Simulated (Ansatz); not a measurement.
# C₅H₁₁Cl₂Ga: basis-set convergence

How large a basis does C₅H₁₁Cl₂Ga need? Two functionals are run in growing sets.

The runs use Ansatz 0.2.0, Gaussian basis; one geometry, several basis sets.

Levels to be run: PBE0-D4/def2-SVP; ωB97M-V/def2-SVP; PBE0-D4/def2-QZVPP; ωB97M-V/def2-QZVPP; the functionals' def2-TZVPP values are taken from earlier runs.

## (1) The geometry

An earlier PBE0-D4 in a triple-zeta def2 set relaxation fixed the geometry.

SMILES `CC(C)(C)[CH2][Ga]([Cl])[Cl]`, 19 atoms, charge 0, spin multiplicity 1.

Atoms are counted from 1 here; the program's logs count them from 0.

Bond lengths: C1–C2 1.526 Å, C1–H9 1.093 Å, C1–H10 1.093 Å, C1–H11 1.093 Å, C2–C3 1.527 Å, C2–C4 1.529 Å, C2–C5 1.535 Å, C3–H12 1.094 Å, C3–H13 1.098 Å, C3–H14 1.093 Å, C4–H15 1.093 Å, C4–H16 1.093 Å, C4–H17 1.094 Å, C5–Ga6 1.959 Å, C5–H18 1.095 Å, C5–H19 1.094 Å, Ga6–Cl7 2.145 Å, Ga6–Cl8 2.145 Å. Angles: C2–C1–H9 110.5°, C2–C1–H10 110.9°, C2–C1–H11 111.8°, H9–C1–H10 107.8°, H9–C1–H11 107.8°, H10–C1–H11 107.8°, C1–C2–C3 109.7°, C1–C2–C4 109.2°, C1–C2–C5 110.4°, C3–C2–C4 109.2°, C3–C2–C5 109.8°, C4–C2–C5 108.5°, C2–C3–H12 111.4°, C2–C3–H13 111.3°, C2–C3–H14 111.2°, H12–C3–H13 108.2°, H12–C3–H14 107.9°, H13–C3–H14 106.6° and more.

## (2) PBE0-D4 in def2-SVP

Input file in.yaml:

```yaml
crystal:
  periodic: [false, false, false]
  atoms:
    - {symbol: C, position_ang: [0.110432, -1.614372, 0.048157]}
    - {symbol: C, position_ang: [-0.163772, -0.156298, 0.403223]}
    - {symbol: C, position_ang: [1.138611, 0.526658, 0.812887]}
    - {symbol: C, position_ang: [-1.150554, -0.098851, 1.569133]}
    - {symbol: C, position_ang: [-0.782375, 0.579045, -0.793295]}
    - {symbol: Ga, position_ang: [0.460582, 0.928929, -2.267019]}
    - {symbol: Cl, position_ang: [1.632204, -0.529954, -3.314866]}
    - {symbol: Cl, position_ang: [0.768139, 2.913303, -3.019768]}
    - {symbol: H, position_ang: [0.538275, -2.143541, 0.903623]}
    - {symbol: H, position_ang: [-0.813016, -2.127173, -0.234435]}
    - {symbol: H, position_ang: [0.811901, -1.704219, -0.785056]}
    - {symbol: H, position_ang: [0.984144, 1.589643, 1.018356]}
    - {symbol: H, position_ang: [1.900684, 0.437194, 0.027234]}
    - {symbol: H, position_ang: [1.559977, 0.068613, 1.711299]}
    - {symbol: H, position_ang: [-1.349452, 0.934188, 1.866825]}
    - {symbol: H, position_ang: [-2.103140, -0.560969, 1.297326]}
    - {symbol: H, position_ang: [-0.755209, -0.630704, 2.439017]}
    - {symbol: H, position_ang: [-1.638168, 0.023172, -1.189808]}
    - {symbol: H, position_ang: [-1.149254, 1.565338, -0.492813]}
basis:
  gaussian: {orbitals: def2-SVP}
hamiltonian: {xc: pbe0, dispersion: d4}
output: {orbitals: {seedname: orbitals}}
```

On the command line:

```console
> ansatz run in.yaml --threads 4 --pin off --events-out ev --progress --plain --max-ram 46080MiB --backend cpu
```

After this run come: ωB97M-V in def2-SVP; PBE0-D4 in def2-QZVPP; ωB97M-V in def2-QZVPP.

Before running them: what should the planned runs give, taken together? Wanted: PBE0-D4: double and triple zeta above quadruple; ωB97M-V: double and triple zeta above quadruple.

As calculated:

| quantity | value |
| --- | --- |
| PBE0-D4: double and triple zeta above quadruple | 23.24, 2.21 eV |
| ωB97M-V: double and triple zeta above quadruple | 23.40, 2.13 eV |

In words: For PBE0-D4 the step from double to triple zeta gains 21.03 eV and the next only 2.21 eV. Total energies overstate the basis error of differences, where much of it tends to cancel.
